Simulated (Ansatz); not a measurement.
# PbO: the cost of one run

Program: Ansatz 0.2.0. Level of theory: DFT PBE+D3(BJ), scalar-relativistic, plane waves, PAW. These are calculated values, not measurements.

1 further run of the same task is left out (it didn't finish).

## 1. The structure to begin with

It takes space group P4/nmm (No. 129, tetragonal). The conventional cell has a = 3.978 Å, b = 3.978 Å, c = 5.013 Å, α = 90.00°, β = 90.00°, γ = 90.00°. Around Pb (site symmetry 4mm) lie 4 O at 2.32 Å. O (site symmetry -4m2) is surrounded by 4 Pb at 2.32 Å.

Coordinates:

```cif
data_structure
_symmetry_space_group_name_H-M 'P 1'
_symmetry_Int_Tables_number 1
_cell_length_a 3.9781
_cell_length_b 3.9781
_cell_length_c 5.0127
_cell_angle_alpha 90.000
_cell_angle_beta 90.000
_cell_angle_gamma 90.000
_cell_volume 79.33
loop_
_atom_site_label
_atom_site_type_symbol
_atom_site_fract_x
_atom_site_fract_y
_atom_site_fract_z
_atom_site_occupancy
Pb1 Pb 0.50000 0.00000 0.23680 1
Pb2 Pb 0.00000 0.50000 0.76320 1
O1 O 0.00000 0.00000 0.00000 1
O2 O 0.50000 0.50000 0.00000 1
```

(A quick probe on a coarse mesh, which set the mesh and smearing, is not shown.)

## 3. Relaxing cell and atoms

File input.yaml:

```yaml
crystal:
  lattice:
    - [3.9780804971, 0.0, 0.0]
    - [0.0, 3.9780804971, 0.0]
    - [0.0, 0.0, 5.0127125567]
  atoms:
    - { symbol: Pb, position: [0.5, 0.0, 0.2368] }
    - { symbol: Pb, position: [0.0, 0.5, 0.7632] }
    - { symbol: O, position: [0.0, 0.0, 0.0] }
    - { symbol: O, position: [0.5, 0.5, 0.0] }
basis:
  ecutwfc: 420
kpoints:
  mp_grid: { grid: [8, 8, 6] }
hamiltonian:
  xc: pbe
  dispersion: d3bj
scf:
  occupations: { method: gaussian, width: 0.02 }
output:
  forces: true
  stress: true
  eigenvalues: true
  write_density: true
  write_potential: true
  elf: true
  volumetric_format: npy
relax:
  adjacent_minimum: "off"
  f_tol: 0.005
  max_steps: 80
  cell: { stress_tol: 0.05 }
```

The run is started by

```console
> ansatz run input.yaml --threads 4 --pin off --max-ram 10240MiB --backend cpu --events-out ev --progress --plain --runs-dir out
```

**Question.** How long does this run take on 4 threads of Arm Neoverse V2, shared host, and how much memory does it need?

About 15 s, with a peak of 0.45 GiB.
